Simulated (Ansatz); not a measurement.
Here is an Ansatz input file for NaSe, space group Fm-3m. Write the same calculation for the Python package.

```yaml
crystal:
  lattice:
    - [0.0, 2.993261, 2.993261]
    - [2.993261, 0.0, 2.993261]
    - [2.993261, 2.993261, 0.0]
  atoms:
    - { symbol: Na, position: [0.0, 0.0, 0.0] }
    - { symbol: Se, position: [0.5, 0.5, 0.5] }
kpoints:
  mp_grid: { kspacing: 0.52 }
hamiltonian:
  xc: pbesol
  pseudopotentials: { kind: nc }
scf:
  convergence: { dr2_threshold: 1.0e-08 }
  lower_state_search: standard
  mixing: { algorithm: msr1, preconditioner: resta }
  occupations: { method: cold, width: 0.01 }
relax:
  cell: {}
output:
  eigenvalues: true
```

On the command line:
```console
$ ansatz run input.yaml --threads 1 --pin off --max-ram 3072MiB --backend cpu --events-out ev --progress --plain --runs-dir out
Warning: relax.cell: scf.convergence.dr2_threshold = 1e-8 eV is looser than the 2e-10 eV advised for a relaxation that steers and ends on the stress (1e-10 eV for each atom of the cell: 2). What an SCF threshold leaves in a stress goes as its square root, and in the free energy as the threshold itself, and one threshold admits the most on a small cell: of [...]
Engine: ansatz 0.2.0, aarch64-unknown-linux-gnu
Pseudopotentials: kind: nc
Pseudopotential: Na, nc, valence charge 9, recommended cutoff 1197.300995 eV (normal), Na.nc.azcp (PseudoDojo's, or run here from an input of PseudoDojo's: the run reads no file of this project's for it)
Pseudopotential: Se, nc, valence charge 16, recommended cutoff 1170.089609 eV (normal), Se.nc.azcp (PseudoDojo's, or run here from an input of PseudoDojo's: the run reads no file of this project's for it)
Functional definition: PBEsol
  exchange = pbesol_x
  correlation = pbesol_c
Crystal: 2 atoms, lattice volume = 53.637 Å³
Basis set: ecut = 1197.300995 eV, 5029 PW (Γ), exchange–correlation on 96×96×96 points (8 copies of the dense FFT grid, shifted against one another)
Bands: 17, of which v1, the nominal top of the filled ones, is band 13 counted from 1 (12 counted from 0)
Symmetry: 48 space group operations
Space group: Fm-3m (ITA 225), of the structure as read, at distance tolerance 3.8e-5 Å
k-points: 8 of 64
Non-local potential: Na, projectors of the file, l = 0: 2, l = 1: 2
Non-local potential: Se, projectors of the file, l = 0: 2, l = 1: 2, l = 2: 2
Initial density: superposition of atomic densities (chi_scale 0.1, normalization cell, long waves kept (reshape's long-wave potential 0.00 eV rms))
Initial wavefunctions: pseudopotential atomic-orbital guess
Functional: x = pbesol(κ = 0.804, μ = 0.12345679012345678), c = pbesol(β = 0.046)
SCF iter   1: F=—  HF=-4539.466804 eV  |F-HF|=—  |Δ(HF+E_count)|=         —  Δρ=7.92e-2  dr2=2.95e0  ethr=3.10e-3  ⟨swp⟩=5.0  Hψ=724  notcnv=0
preconditioner: resta → Resta (q_TF=auto, 2.402 Å⁻¹)  ε∞=2.8, the Penn estimate 2.7525847164771613  [insulator: Δε(μ)=0.018 eV  Ē_g=10.133 eV  σ=0.010 eV  W_gap=0.58  ℏωp=13.4 eV]
SCF iter   2: F=—  HF=-4538.209153 eV  |F-HF|=—  |Δ(HF+E_count)|=    1.26e0  S|Δr|=    0.00e0  Δρ=2.38e-2  dr2=4.03e-1  ethr=3.10e-3  ⟨swp⟩=3.0  Hψ=363  notcnv=0  defer=5
SCF iter   3: F=—  HF=-4538.001662 eV  |F-HF|=—  |Δ(HF+E_count)|=   2.07e-1  S|Δr|=    0.00e0  Δρ=8.07e-3  dr2=2.34e-2  ethr=1.61e-3  ⟨swp⟩=3.0  Hψ=245  notcnv=0  defer=5
SCF iter   4: F=—  HF=-4537.993170 eV  |F-HF|=—  |Δ(HF+E_count)|=   8.49e-3  S|Δr|=    0.00e0  Δρ=8.40e-4  dr2=3.56e-4  ethr=9.34e-5  ⟨swp⟩=3.4  Hψ=241  notcnv=0  defer=5
SCF iter   5: F=—  HF=-4537.993271 eV  |F-HF|=—  |Δ(HF+E_count)|=   1.01e-4  S|Δr|=    0.00e0  Δρ=1.77e-4  dr2=1.69e-5  ethr=1.43e-6  ⟨swp⟩=2.0  Hψ=185  notcnv=0  defer=5
SCF iter   6: F=—  HF=-4537.993031 eV  |F-HF|=—  |Δ(HF+E_count)|=   2.41e-4  S|Δr|=    0.00e0  Δρ=2.84e-5  dr2=3.26e-7  ethr=6.74e-8  ⟨swp⟩=2.1  Hψ=169  notcnv=0  defer=5
SCF iter   7: F=—  HF=-4537.992937 eV  |F-HF|=—  |Δ(HF+E_count)|=   9.36e-5  S|Δr|=    0.00e0  Δρ=4.97e-6  dr2=6.14e-9  ethr=4.00e-11  ⟨swp⟩=6.4  Hψ=736  notcnv=0
SCF iter   8: F=-4537.992937 eV  HF=-4537.992937 eV  |F-HF|=1.49e-10  |Δ(HF+E_count)|=   9.88e-9  S|Δr|=    0.00e0  Δρ=8.19e-7  dr2=1.21e-10  ethr=2.45e-11  ⟨swp⟩=2.2  Hψ=426  notcnv=0
SCF 1 converged in 8 iterations: F = -4537.992937 eV  dr2 = 1.21e-10
relax step   1: F+E_penalty+E_count = -4537.99293698 eV  Δ(F+E_penalty+E_count) = +0.000e0 eV  max|allowed force component| = 8.085e-28 eV/Å  Δτ_max = 0.0000 Å  P = -1.910 GPa  Ω = 53.637 Å³  (8 SCF iters, accepted)
Crystal: 2 atoms, lattice volume = 50.849 Å³
Basis set: ecut = 1197.300995 eV, 4813 PW (Γ), exchange–correlation on 96×96×96 points (8 copies of the dense FFT grid, shifted against one another)
Initial density: handed on by an earlier stage of this run
Initial wavefunctions: those handed on with the density
iter 1 solved again at ethr=1.83e-5 eV; its pass at ethr=3.10e-3 eV (dr2=4.58e-3 eV) is discarded
SCF iter   1: F=—  HF=-4538.020239 eV  |F-HF|=—  |Δ(HF+E_count)|=         —  Δρ=2.67e-3  dr2=4.51e-3  ethr=1.83e-5  ⟨swp⟩=2.1  Hψ=975  notcnv=0
preconditioner: resta → none: no Penn estimate of ε∞ (the spectrum reads as a metal's), so the residual is mixed unfiltered; type scf.mixing.eps_inf to filter at a value of your own  [metal: Δε(μ)=0.010 eV  Ē_g=11.147 eV  σ=0.010 eV  W_gap=0.48  ℏωp=13.8 eV]
SCF iter   2: F=—  HF=-4538.018041 eV  |F-HF|=—  |Δ(HF+E_count)|=   2.20e-3  S|Δr|=    0.00e0  Δρ=9.06e-4  dr2=1.78e-4  ethr=1.80e-5  ⟨swp⟩=3.0  Hψ=261  notcnv=0
SCF iter   3: F=—  HF=-4538.017964 eV  |F-HF|=—  |Δ(HF+E_count)|=   7.70e-5  S|Δr|=    0.00e0  Δρ=4.17e-4  dr2=2.98e-5  ethr=7.10e-7  ⟨swp⟩=1.0  Hψ=136  notcnv=0
SCF iter   4: F=—  HF=-4538.017772 eV  |F-HF|=—  |Δ(HF+E_count)|=   1.92e-4  S|Δr|=    0.00e0  Δρ=2.52e-5  dr2=3.10e-7  ethr=1.19e-7  ⟨swp⟩=1.9  Hψ=162  notcnv=0
SCF iter   5: F=—  HF=-4538.017649 eV  |F-HF|=—  |Δ(HF+E_count)|=   1.22e-4  S|Δr|=    0.00e0  Δρ=8.24e-6  dr2=1.62e-8  ethr=1.24e-9  ⟨swp⟩=2.5  Hψ=221  notcnv=0
SCF iter   6: F=-4538.017649 eV  HF=-4538.017649 eV  |F-HF|=2.26e-10  |Δ(HF+E_count)|=   3.53e-9  S|Δr|=    0.00e0  Δρ=1.59e-6  dr2=3.28e-10  ethr=4.00e-11  ⟨swp⟩=4.6  Hψ=459  notcnv=0
SCF 2 converged in 6 iterations: F = -4538.017649 eV  dr2 = 3.28e-10
relax step   2: F+E_penalty+E_count = -4538.01764921 eV  Δ(F+E_penalty+E_count) = -2.471e-2 eV  max|allowed force component| = 4.719e-28 eV/Å  Δτ_max = 0.0000 Å  P = -0.864 GPa  Ω = 50.849 Å³  energy of the carried Pulay correction = +8.543e-5 eV  (6 SCF iters, accepted)
Crystal: 2 atoms, lattice volume = 48.756 Å³
Basis set: ecut = 1197.300995 eV, 4621 PW (Γ), exchange–correlation on 96×96×96 points (8 copies of the dense FFT grid, shifted against one another)
iter 1 solved again at ethr=1.03e-5 eV; its pass at ethr=3.10e-3 eV (dr2=2.57e-3 eV) is discarded
SCF iter   1: F=—  HF=-4538.024084 eV  |F-HF|=—  |Δ(HF+E_count)|=         —  Δρ=2.11e-3  dr2=2.52e-3  ethr=1.03e-5  ⟨swp⟩=2.1  Hψ=974  notcnv=0
preconditioner: resta → none: no Penn estimate of ε∞ (the spectrum reads as a metal's), so the residual is mixed unfiltered; type scf.mixing.eps_inf to filter at a value of your own  [metal: Δε(μ)=0.010 eV  Ē_g=11.345 eV  σ=0.010 eV  W_gap=0.49  ℏωp=14.1 eV]
SCF iter   2: F=—  HF=-4538.022840 eV  |F-HF|=—  |Δ(HF+E_count)|=   1.24e-3  S|Δr|=    0.00e0  Δρ=7.16e-4  dr2=1.01e-4  ethr=1.01e-5  ⟨swp⟩=3.0  Hψ=261  notcnv=0
SCF iter   3: F=—  HF=-4538.022792 eV  |F-HF|=—  |Δ(HF+E_count)|=   4.87e-5  S|Δr|=    0.00e0  Δρ=3.27e-4  dr2=1.65e-5  ethr=4.03e-7  ⟨swp⟩=1.1  Hψ=145  notcnv=0
SCF iter   4: F=—  HF=-4538.022621 eV  |F-HF|=—  |Δ(HF+E_count)|=   1.70e-4  S|Δr|=    0.00e0  Δρ=1.90e-5  dr2=1.33e-7  ethr=6.61e-8  ⟨swp⟩=2.0  Hψ=164  notcnv=0
SCF iter   5: F=—  HF=-4538.022485 eV  |F-HF|=—  |Δ(HF+E_count)|=   1.36e-4  S|Δr|=    0.00e0  Δρ=6.16e-6  dr2=7.65e-9  ethr=4.00e-11  ⟨swp⟩=6.6  Hψ=622  notcnv=0
SCF iter   6: F=-4538.022485 eV  HF=-4538.022485 eV  |F-HF|=1.50e-10  |Δ(HF+E_count)|=   1.75e-9  S|Δr|=    0.00e0  Δρ=1.27e-6  dr2=2.01e-10  ethr=3.06e-11  ⟨swp⟩=2.8  Hψ=481  notcnv=0
SCF 3 converged in 6 iterations: F = -4538.022485 eV  dr2 = 2.01e-10
relax step   3: F+E_penalty+E_count = -4538.02248543 eV  Δ(F+E_penalty+E_count) = -4.836e-3 eV  max|allowed force component| = 3.034e-28 eV/Å  Δτ_max = 0.0000 Å  P = +0.176 GPa  Ω = 48.756 Å³  energy of the carried Pulay correction = +1.526e-4 eV  (6 SCF iters, accepted)
Crystal: 2 atoms, lattice volume = 49.067 Å³
Basis set: ecut = 1197.300995 eV, 4645 PW (Γ), exchange–correlation on 96×96×96 points (8 copies of the dense FFT grid, shifted against one another)
iter 1 solved again at ethr=6.32e-7 eV; its pass at ethr=3.10e-3 eV (dr2=1.58e-4 eV) is discarded
SCF iter   1: F=—  HF=-4538.022980 eV  |F-HF|=—  |Δ(HF+E_count)|=         —  Δρ=3.14e-4  dr2=5.66e-5  ethr=6.32e-7  ⟨swp⟩=2.0  Hψ=843  notcnv=0
preconditioner: resta → none: no Penn estimate of ε∞ (the spectrum reads as a metal's), so the residual is mixed unfiltered; type scf.mixing.eps_inf to filter at a value of your own  [metal: Δε(μ)=0.010 eV  Ē_g=11.346 eV  σ=0.010 eV  W_gap=0.48  ℏωp=14.0 eV]
[... 51 lines left out ...]
  cell:  # Å, volume = 49.0671 Å³
    - [1.9107645071046356e-34, 2.905717337534267, 2.905717337534267]
    - [2.905717337534267, 9.362746115676858e-34, 2.905717337534267]
    - [2.905717337534267, 2.905717337534267, 4.776911280839615e-34]
  atoms:
    - { symbol: Na, position: [8.042774856832591e-36, -9.383237332408924e-36, -9.383237332369912e-36] }
    - { symbol: Se, position: [0.5, 0.5, 0.5] }
--- Search for a lower minimum behind the relaxation: the rows below count on from the relaxation's ---
SCF iter   1: F=—  HF=-4539.459544 eV  |F-HF|=—  |Δ(HF+E_count)|=         —  Δρ=8.26e-2  dr2=2.83e0  ethr=3.10e-3  ⟨swp⟩=5.0  Hψ=721  notcnv=0
preconditioner: resta → Resta (q_TF=auto, 2.438 Å⁻¹)  ε∞=2.8, the Penn estimate 2.758108217462781  [insulator: Δε(μ)=0.020 eV  Ē_g=10.578 eV  σ=0.010 eV  W_gap=0.58  ℏωp=14.0 eV]
SCF iter   2: F=—  HF=-4538.240271 eV  |F-HF|=—  |Δ(HF+E_count)|=    1.22e0  S|Δr|=    0.00e0  Δρ=2.51e-2  dr2=4.03e-1  ethr=3.10e-3  ⟨swp⟩=3.0  Hψ=362  notcnv=0  defer=5
SCF iter   3: F=—  HF=-4538.030639 eV  |F-HF|=—  |Δ(HF+E_count)|=   2.10e-1  S|Δr|=    0.00e0  Δρ=8.32e-3  dr2=2.16e-2  ethr=1.61e-3  ⟨swp⟩=3.1  Hψ=246  notcnv=0  defer=5
SCF iter   4: F=—  HF=-4538.022693 eV  |F-HF|=—  |Δ(HF+E_count)|=   7.95e-3  S|Δr|=    0.00e0  Δρ=8.98e-4  dr2=3.81e-4  ethr=8.63e-5  ⟨swp⟩=3.4  Hψ=249  notcnv=0  defer=5
SCF iter   5: F=—  HF=-4538.022749 eV  |F-HF|=—  |Δ(HF+E_count)|=   5.61e-5  S|Δr|=    0.00e0  Δρ=1.69e-4  dr2=1.25e-5  ethr=1.53e-6  ⟨swp⟩=2.4  Hψ=196  notcnv=0  defer=5
SCF iter   6: F=—  HF=-4538.022561 eV  |F-HF|=—  |Δ(HF+E_count)|=   1.88e-4  S|Δr|=    0.00e0  Δρ=2.69e-5  dr2=2.38e-7  ethr=4.99e-8  ⟨swp⟩=2.1  Hψ=163  notcnv=0  defer=5
SCF iter   7: F=—  HF=-4538.022450 eV  |F-HF|=—  |Δ(HF+E_count)|=   1.11e-4  S|Δr|=    0.00e0  Δρ=4.22e-6  dr2=3.27e-9  ethr=4.00e-11  ⟨swp⟩=3.1  Hψ=362  notcnv=0
SCF iter   8: F=-4538.022450 eV  HF=-4538.022450 eV  |F-HF|=7.28e-11  |Δ(HF+E_count)|=   5.24e-9  S|Δr|=    0.00e0  Δρ=7.56e-7  dr2=9.23e-11  ethr=1.31e-11  ⟨swp⟩=1.0  Hψ=400  notcnv=0
SCF 1 converged in 8 iterations: F = -4538.022450 eV  dr2 = 9.23e-11
SCF converged after 3 iterations
Stability not checked: this state was not tested for a lower state beside it, because cold or Methfessel-Paxton smearing, or corrected tetrahedra, fill the levels in a way that the test cannot read (fill_not_monotonic; see scf.lower_state_search)
Free energy (F): -4538.022450 eV
Harris-Foulkes:  -4538.022450 eV  (|F-HF|=6.36e-10)
Internal energy: -4538.021699 eV  (E = F + TS)
E sigma→0 (E₀):  -4538.022200 eV
Entropy (-TS):   -0.000751 eV (-0.375 meV/atom)
Fermi energy:    4.155999 eV
--- Per-component energies (eV) ---
  E_band       = -620.226946
  E_kinetic    = 2888.038618
  E_local      = -3934.071605  (includes V_loc(G=0)·N_el)
  E_nonlocal   = -1832.522038
  E_hartree    = 1479.173556
  E_xc         = -835.585876
  E_vxc        = -700.018666  (∫ρ·V_xc dr)
  E_ewald      = -2303.054354
  E_smearing   = -0.000751  (= −TS)
  E_closure    = 0.000000  (closes the sum)
  Σ components = -4538.022450   (vs F -4538.022450, Δ=0.00e0)
--- Forces (eV/Å), atoms counted from 1 ---
  atom   1  Na    -0.00000000     0.00000000     0.00000000
  atom   2  Se     0.00000000     0.00000000    -0.00000000
  max |Σ_I F_I| component: 6.72e-28 eV/Å
--- Stress (GPa, compression-positive) ---
        0.009815       0.000000       0.000000
        0.000000       0.009815       0.000000
        0.000000       0.000000       0.009815
  P = ⅓ Tr σ = 0.0098 GPa (0.098 kbar)
--- Band table (eV; the first three rows and the last of 8) ---
  k-point 0: bands = ["-45.7377", "-42.2704", "-42.2704", "-42.2649", "-42.2649", "-42.2649", "-17.8451", "-17.8451", "-17.8451", "-7.5501", "4.6021", "4.6021", "4.6021", "8.2108", "12.9101", "12.9101", "12.9101"]
  k-point 1: bands = ["-45.7374", "-42.2704", "-42.2704", "-42.2649", "-42.2649", "-42.2649", "-17.8567", "-17.8459", "-17.8459", "-7.2814", "2.7525", "4.3701", "4.3701", "9.6154", "12.5983", "13.2106", "13.2106"]
  k-point 2: bands = ["-45.7371", "-42.2704", "-42.2704", "-42.2649", "-42.2648", "-42.2648", "-17.8683", "-17.8466", "-17.8466", "-6.9776", "1.5106", "4.1638", "4.1638", "9.5009", "12.7132", "12.7132", "14.8832"]
  k-point 7: bands = ["-45.7370", "-42.2703", "-42.2703", "-42.2649", "-42.2649", "-42.2647", "-17.8570", "-17.8570", "-17.8530", "-6.8387", "2.5576", "2.5576", "3.2584", "11.2364", "12.3659", "12.3659", "13.3876"]
--- Relaxed structure (4 steps of the walk, 4 accepted, 1 SCFs on fresh bases) ---
  F+E_penalty+E_count = -4538.02244976 eV   max|allowed force component| = 3.373e-28 eV/Å   (the final SCF, on the basis selected at the relaxed cell)
  cell:  # Å, volume = 49.0671 Å³
    - [1.9107645071046356e-34, 2.905717337534267, 2.905717337534267]
    - [2.905717337534267, 9.362746115676858e-34, 2.905717337534267]
    - [2.905717337534267, 2.905717337534267, 4.776911280839615e-34]
  atoms:
    - { symbol: Na, position: [8.042774856832591e-36, -9.383237332408924e-36, -9.383237332369912e-36] }
    - { symbol: Se, position: [0.5, 0.5, 0.5] }
```

The script, `nase.py`:
```python
import json

import ansatz as az
from ase import Atoms
from ase.data import atomic_numbers
from ase.io import write
from ase.neighborlist import neighbor_list
import numpy as np
import spglib

def edges_and_angles(cell):
    cell = np.asarray(cell)
    a, b, c = np.linalg.norm(cell, axis=1)
    cosines = cell[1] @ cell[2] / (b * c), cell[0] @ cell[2] / (a * c), cell[0] @ cell[1] / (a * b)
    return (a, b, c, *np.degrees(np.arccos(cosines)))


def main() -> None:
    vectors = np.array([
        [0.0, 2.993261, 2.993261],
        [2.993261, 0.0, 2.993261],
        [2.993261, 2.993261, 0.0],
    ])
    crystal = (
        az.Lattice.of(vectors)
        .atom('Na', (0.0, 0.0, 0.0))
        .atom('Se', (0.5, 0.5, 0.5))
    )

    setup = (
        crystal.calculation()
        .functional('PBEsol')
        .pseudopotentials('nc')
        .kpoints(spacing=0.52)
        .occupations('cold', width=0.01)
        .scf(tolerance=1e-08, lower_state_search='standard')
        .mixing('msr1', preconditioner='resta')
        .relax(cell=True)
        .band_table()
    )
    done = setup.run(threads=1, backend='cpu', events_out='stream.ndjson')
    with open('stream.ndjson') as stream:
        events = [json.loads(line) for line in stream]
    steps = [e['data'] for e in events if e['event'] == 'relax_step']
    r = done.report
    print('step   energy (eV)     max comp. (eV/A)   P (GPa)  SCF')
    for s in steps:
        print(f'{s["step"]:4d} {s["lagrangian_ev"]:15.5f} {s["allowed_force_max_ev_ang"]:12.4f} {s["pressure_gpa"]:10.3f} {s["n_scf"]:5d}')

    first, last = steps[0], steps[-1]
    symbols = [site.symbol for site in done.lattice.sites]
    print(f'energy gained {first["lagrangian_ev"] - last["lagrangian_ev"]:.4f} eV in {len(steps) - 1} steps')
    for label, vectors in (('before', first['cell_ang']), ('after', done.lattice.cell_ang)):
        print(label, 'a b c (A) {:.4f} {:.4f} {:.4f}  angles {:.2f} {:.2f} {:.2f}'.format(*edges_and_angles(vectors)), f' V = {abs(np.linalg.det(vectors)):.3f} A^3')
    print('final stress xx yy zz (GPa, compression positive):', np.round(np.diag(r['stress_gpa']), 3) + 0.0)

    print('atom   start x y z (A)              end x y z (A)')
    for symbol, a, b in zip(symbols, first['positions_ang'], last['positions_ang']):
        print(f'{symbol:3s}', ' '.join(f'{v:8.4f}' for v in a), '  ', ' '.join(f'{v:8.4f}' for v in b))

    final = Atoms(symbols, positions=last['positions_ang'], cell=done.lattice.cell_ang, pbc=True)
    i, j, d = neighbor_list('ijd', final, 4.5)
    print('neighbours within 1.1 times the shortest distance of each atom (A)')
    for atom in range(len(final)):
        near = [m for m in np.argsort(d) if i[m] == atom]
        shell = [m for m in near if d[m] < 1.1 * d[near[0]]]
        print(f'{symbols[atom]}{atom} ({len(shell)}):', ', '.join(f'{symbols[j[m]]} {d[m]:.3f}' for m in shell))

    relaxed = Atoms(symbols, positions=[site.position_ang for site in done.lattice.sites], cell=done.lattice.cell_ang, pbc=True)
    write('relaxed.cif', relaxed, format='cif')

    fractions = [site.position_frac for site in done.lattice.sites]
    numbers = [atomic_numbers[s] for s in symbols]
    for tolerance in (1e-3, 1e-2, 1e-1):
        print(f'space group at {tolerance} A:', spglib.get_spacegroup((done.lattice.cell_ang, fractions, numbers), symprec=tolerance))

    for key in ('converged', 'n_iterations', 'n_electrons', 'n_kpoints', 'n_pw', 'n_symmetry_ops', 'free_energy_ev', 'fermi_energy_ev'):
        print(f'{key:18s} {r[key]}')

    gap = None if 'band_edges_ev' not in r else r['band_edges_ev'][1] - r['band_edges_ev'][0]
    print('gap on the k mesh:', 'withheld (metal, or smearing too wide to tell)' if gap is None else f'{gap:.3f} eV')
    print('lowest empty less highest filled band, by band count:', round(r['gap_by_band_count_ev'], 3), 'eV')


if __name__ == '__main__':
    main()
```

```console
$ python nase.py
DeckWarning: basis.ecutwfc = 1197.300995 eV, auto-derived from the records' recommended cutoffs: set by Na (normal level)
DeckWarning: relax.cell: scf.convergence.dr2_threshold = 1e-8 eV is looser than the 2e-10 eV advised for a relaxation that steers and ends on the stress (1e-10 eV for each atom of the cell: 2). What [...]
step   energy (eV)     max comp. (eV/A)   P (GPa)  SCF
   1     -4537.99294       0.0000     -1.910     8
   2     -4538.01765       0.0000     -0.864     6
   3     -4538.02249       0.0000      0.176     6
   4     -4538.02265       0.0000      0.005     4
   5     -4538.02245       0.0000      0.010     3
   5     -4538.02245       0.0000      0.010     3
energy gained 0.0295 eV in 5 steps
before a b c (A) 4.2331 4.2331 4.2331  angles 60.00 60.00 60.00  V = 53.637 A^3
after a b c (A) 4.1093 4.1093 4.1093  angles 60.00 60.00 60.00  V = 49.067 A^3
final stress xx yy zz (GPa, compression positive): [0.01 0.01 0.01]
atom   start x y z (A)              end x y z (A)
Na    0.0000   0.0000   0.0000     -0.0000  -0.0000  -0.0000
Se    2.9933   2.9933   2.9933      2.9057   2.9057   2.9057
neighbours within 1.1 times the shortest distance of each atom (A)
Na0 (6): Se 2.906, Se 2.906, Se 2.906, Se 2.906, Se 2.906, Se 2.906
Se1 (6): Na 2.906, Na 2.906, Na 2.906, Na 2.906, Na 2.906, Na 2.906
space group at 0.001 A: Fm-3m (225)
space group at 0.01 A: Fm-3m (225)
space group at 0.1 A: Fm-3m (225)
converged          True
n_iterations       3
n_electrons        25.0
n_kpoints          8
n_pw               4645
n_symmetry_ops     48
free_energy_ev     -4538.0224497638355
fermi_energy_ev    4.155999321241265
gap on the k mesh: withheld (metal, or smearing too wide to tell)
lowest empty less highest filled band, by band count: -1.344 eV
```
(Warnings from the package without file and line, shortened.)

Caveats:
- The settings weren't tested for convergence.
- Forces vanish by symmetry, so the ions can't move, and the end may be a saddle.
- For a metal this mesh is far too coarse, so the numbers only illustrate the procedure.
- The zero of the levels is a convention of the potentials, so an absolute Fermi energy is no work function.
- Energies along a relaxation are free energies. Rows at an unchanged volume are solved on a plane-wave basis chosen afresh for that cell, so the energy jumps there and such rows are no steps of the walk.
- A gap by band count of zero or less means overlapping bands, a metal, and at an odd count of electrons it is no gap at all.
- Edges and angles are those of the cell as typed, here a primitive one, not of the conventional cell.
- This cell is a computed structure, which may not be the phase found in nature.
- Levels are Kohn-Sham eigenvalues on this mesh, without spin-orbit coupling.
- Timing: 10 s on 1 thread of Arm Neoverse V1, with other jobs on the host, peak memory 0.47 GiB.

(Lines on the test bed's own set-up are left out of the output.)
